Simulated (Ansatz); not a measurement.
Geometry optimisation, Ansatz, DFT r2SCAN, scalar-relativistic, plane waves, PAW.

Input:

```yaml
crystal:
  lattice:
    - [8.1, 0.0, 0.0]
    - [0.0, 8.1, 0.0]
    - [0.0, 0.0, 8.1]
  atoms:
    - { symbol: Al, position: [0.5, 0.0, 0.0] }
    - { symbol: Al, position: [0.75, 0.25, 0.0] }
    - { symbol: Al, position: [0.75, 0.0, 0.25] }
    - { symbol: Al, position: [0.0, 0.0, 0.0] }
    - { symbol: Al, position: [0.25, 0.25, 0.0] }
    - { symbol: Al, position: [0.5, 0.5, 0.0] }
    - { symbol: Al, position: [0.75, 0.75, 0.0] }
    - { symbol: Ti, position: [0.5, 0.0, 0.5] }
    - { symbol: Al, position: [0.5, 0.25, 0.25] }
    - { symbol: Al, position: [0.75, 0.5, 0.25] }
    - { symbol: Al, position: [0.75, 0.25, 0.5] }
    - { symbol: Al, position: [0.75, 0.0, 0.75] }
    - { symbol: Al, position: [0.0, 0.5, 0.0] }
    - { symbol: Al, position: [0.25, 0.75, 0.0] }
    - { symbol: Al, position: [0.0, 0.25, 0.25] }
    - { symbol: Al, position: [0.25, 0.5, 0.25] }
    - { symbol: Al, position: [0.5, 0.75, 0.25] }
    - { symbol: Al, position: [0.0, 0.0, 0.5] }
    - { symbol: Al, position: [0.25, 0.25, 0.5] }
    - { symbol: Al, position: [0.5, 0.5, 0.5] }
    - { symbol: Al, position: [0.75, 0.75, 0.5] }
    - { symbol: Al, position: [0.25, 0.0, 0.75] }
    - { symbol: Al, position: [0.5, 0.25, 0.75] }
    - { symbol: Al, position: [0.75, 0.5, 0.75] }
    - { symbol: Al, position: [0.0, 0.75, 0.25] }
    - { symbol: Al, position: [0.0, 0.5, 0.5] }
    - { symbol: Al, position: [0.25, 0.75, 0.5] }
    - { symbol: Al, position: [0.0, 0.25, 0.75] }
    - { symbol: Al, position: [0.25, 0.5, 0.75] }
    - { symbol: Al, position: [0.5, 0.75, 0.75] }
    - { symbol: Al, position: [0.0, 0.75, 0.75] }
basis:
  ecutwfc: 500.0
kpoints:
  mp_grid: { grid: [2, 2, 2] }
hamiltonian:
  xc: r2scan
  pseudopotentials: { kind: paw, azcp: { folder: soft_1 } }
scf:
  occupations: { method: gaussian, width: 0.15 }
  lower_state_search: "off"
relax:
  f_tol: 0.03
  max_steps: 60
  adjacent_minimum: "off"
```

Command:

```bash
$ ansatz run input.yaml --threads 4 --pin off --max-ram 10240MiB --backend cpu --events-out ev --progress --plain --runs-dir out
```

**Question.** Where does it end, and by what steps?

**Answer.** The forces met the threshold. Limits of this set-up: coarse k mesh, a small cell, in which the defect meets its images, a typed lattice constant that wasn't relaxed here. After 2 steps the energy has fallen by 0.072 eV; Ti8 moved furthest, 0.08 Å.

| step | energy less start (eV) | largest force component (eV/Å) | accepted |
| --- | --- | --- | --- |
| 0 | 0.0000 | 0.200 | yes |
| 1 | -0.0661 | 0.107 | yes |
| 2 | -0.0718 | 0.014 | yes |

```xyz
31
Lattice="8.1000 0.0000 0.0000 0.0000 8.1000 0.0000 0.0000 0.0000 8.1000" Properties=species:S:1:pos:R:3
Al 4.045 0.000 0.023
Al 6.077 2.052 -0.010
Al 6.090 0.000 2.032
Al -0.025 0.000 -0.025
Al 1.980 2.066 -0.020
Al 4.066 4.050 0.013
Al 6.077 6.048 -0.010
Ti 4.107 0.000 4.107
Al 4.051 2.036 2.027
Al 6.071 4.050 2.017
Al 6.093 2.055 4.069
Al 6.101 0.000 6.101
Al -0.033 4.050 -0.033
Al 1.980 6.034 -0.020
Al -0.020 2.066 1.980
Al 2.011 4.050 2.011
Al 4.051 6.064 2.027
Al 0.023 0.000 4.045
Al 2.027 2.036 4.051
Al 4.053 4.050 4.053
Al 6.093 6.045 4.069
Al 2.032 0.000 6.090
Al 4.069 2.055 6.093
Al 6.069 4.050 6.069
Al -0.020 6.034 1.980
Al 0.013 4.050 4.066
Al 2.027 6.064 4.051
Al -0.010 2.052 6.077
Al 2.017 4.050 6.071
Al 4.069 6.045 6.093
Al -0.010 6.048 6.077
```

Whether the end is a true minimum wasn't checked by a vibrational analysis.

Time of the run: 35 s on 4 threads of Arm Neoverse V2, with other jobs on the host, peak memory 2.3 GiB.
